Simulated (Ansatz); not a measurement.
Relaxation of a periodic cell of 17 atoms, CuSi16 (host Si, host structure diamond, interstitial Cu), cell charge +1, to a largest force component of 0.03 eV/Å in at most 60 steps.

All numbers below come from DFT PBE, scalar-relativistic, plane waves, PAW (Ansatz 0.2.0). Settings: PAW set soft_1, cutoff 420 eV, k mesh 2x2x2, gaussian smearing 0.02 eV, no spin polarisation.

```xyz
17
Lattice="0.0000 5.4300 5.4300 5.4300 0.0000 5.4300 5.4300 5.4300 0.0000" Properties=species:S:1:pos:R:3
Si 0.000 0.000 0.000
Si 1.357 1.357 1.357
Si 2.715 2.715 0.000
Si 4.072 4.072 1.357
Si 2.715 0.000 2.715
Si 4.072 1.357 4.072
Si 5.430 2.715 2.715
Si 6.787 4.072 4.072
Si 0.000 2.715 2.715
Si 1.357 4.072 4.072
Si 2.715 5.430 2.715
Si 4.072 6.787 4.072
Si 2.715 2.715 5.430
Si 4.072 4.072 6.787
Si 5.430 5.430 5.430
Si 6.787 6.787 6.787
Cu 4.013 6.811 6.747
```

Q: Where does it end, and by what steps?

A: The run converged. Limits of this set-up: a small cell, in which the defect meets its images, charged cell in a uniform background, uncorrected. After 6 steps the energy has fallen by 0.153 eV; Si3 moved furthest, 0.24 Å.

```json
{"step": "0", "energy less start (eV)": "0.0000", "largest force component (eV/Å)": "0.708", "accepted": "yes"}
{"step": "1", "energy less start (eV)": "-0.1051", "largest force component (eV/Å)": "0.220", "accepted": "yes"}
{"step": "2", "energy less start (eV)": "-0.1205", "largest force component (eV/Å)": "0.137", "accepted": "yes"}
{"step": "3", "energy less start (eV)": "-0.1320", "largest force component (eV/Å)": "0.103", "accepted": "yes"}
{"step": "4", "energy less start (eV)": "-0.1401", "largest force component (eV/Å)": "0.237", "accepted": "yes"}
{"step": "5", "energy less start (eV)": "-0.1524", "largest force component (eV/Å)": "0.056", "accepted": "yes"}
{"step": "6", "energy less start (eV)": "-0.1533", "largest force component (eV/Å)": "0.013", "accepted": "yes"}
```

```xyz
17
Lattice="0.0000 5.4300 5.4300 5.4300 0.0000 5.4300 5.4300 5.4300 0.0000" Properties=species:S:1:pos:R:3
Si 0.056 -0.058 0.033
Si 1.358 1.400 1.316
Si 2.575 2.852 -0.138
Si 4.029 4.068 1.316
Si 2.771 -0.003 2.716
Si 4.114 1.313 4.139
Si 5.428 2.656 2.717
Si 6.662 4.194 3.945
Si 0.060 2.684 2.776
Si 1.410 4.023 4.126
Si 2.745 5.373 2.771
Si 4.030 6.829 4.074
Si 2.759 2.670 5.477
Si 4.118 4.006 6.834
Si 5.431 5.424 5.485
Si 6.849 6.743 6.830
Cu 3.920 6.935 6.630
```

Whether the end is a true minimum wasn't checked by a vibrational analysis.

Run time: 36 s on 1 thread of Arm Neoverse V2 (shared host), peak memory 0.56 GiB.
